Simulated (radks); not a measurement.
# Cu³⁺ in [Ar] 3d7 4f1: an all-electron calculation

The task here is to estimate one member of a computed series from the others.

Program: radks (a radial shooting solver on a logarithmic mesh, Libxc functionals) version 1. Level of theory: scalar-relativistic Kohn-Sham, PBEsol, spin-polarised, spherical densities, finite nucleus; open shells are filled with parallel spins first. These are calculated values, not measurements, unless marked.

### The system

* element: copper (Z = 29)
* charge: +3
* electrons: 26
* configuration: [Ar] 3d7 4f1
* nuclear rms radius: 3.8823 fm

The outer shells:

Cu³⁺
```
[Ar] core
3d [↑↓][↑↓][↑ ][↑ ][↑ ]
4f [↑ ][  ][  ][  ][  ][  ][  ]
```

Set-up of the first run:

Input:

```text
Z 29
configuration [Ar] 3d7 4f1 4s0 4p0
relativity scalar-relativistic
functional pbe_sol,pbe_sol
spin polarised
nucleus finite rms 3.8823 fm
c 137.035999084
```

Launch:

```sh
$ python run_ks.py task.json out
```

The same process makes all the runs of this session.

One table of the session follows, with a row left open; its other results are not shown here.

It belongs to the step «Radial structure». From the orbitals of this run (lengths in bohr):

| level | <r> | outermost maximum (interpolated) | 90 % within | nodes |
| --- | --- | --- | --- | --- |
| 1s up | 0.05217 | 0.0341 | 0.0932 | 0 |
| 1s down | 0.05217 | 0.0341 | 0.0932 | 0 |
| 2s up | 0.2355 | 0.197 | 0.365 | 1 |
| 2s down | 0.2352 | 0.197 | 0.364 | 1 |
| 2p up | 0.2067 | 0.158 | 0.338 | 0 |
| 2p down | 0.2064 | 0.158 | 0.337 | 0 |
| 3s up | 0.6988 | 0.610 | 1.04 | 2 |
| 3s down | ? | ? | ? | ? |
| 3p up | 0.7249 | 0.613 | 1.11 | 1 |
| 3p down | 0.7283 | 0.614 | 1.12 | 1 |
| 3d up | 0.7997 | 0.574 | 1.33 | 0 |
| 3d down | 0.8134 | 0.579 | 1.36 | 0 |
| 4s up | 1.932 | 1.71 | 2.82 | 3 |
| 4s down | 1.953 | 1.74 | 2.84 | 3 |
| 4p up | 2.219 | 1.94 | 3.28 | 2 |
| 4p down | 2.216 | 1.97 | 3.24 | 2 |
| 4f up | 4.308 | 3.91 | 6.22 | 0 |

Q: Estimate the row for 3s down from the others.

The run gave: <r>: 0.7009; outermost maximum (interpolated): 0.610; 90 % within: 1.05; nodes: 2. In the column «<r>» it lies between 3s up (0.6988) and 3p up (0.7249).
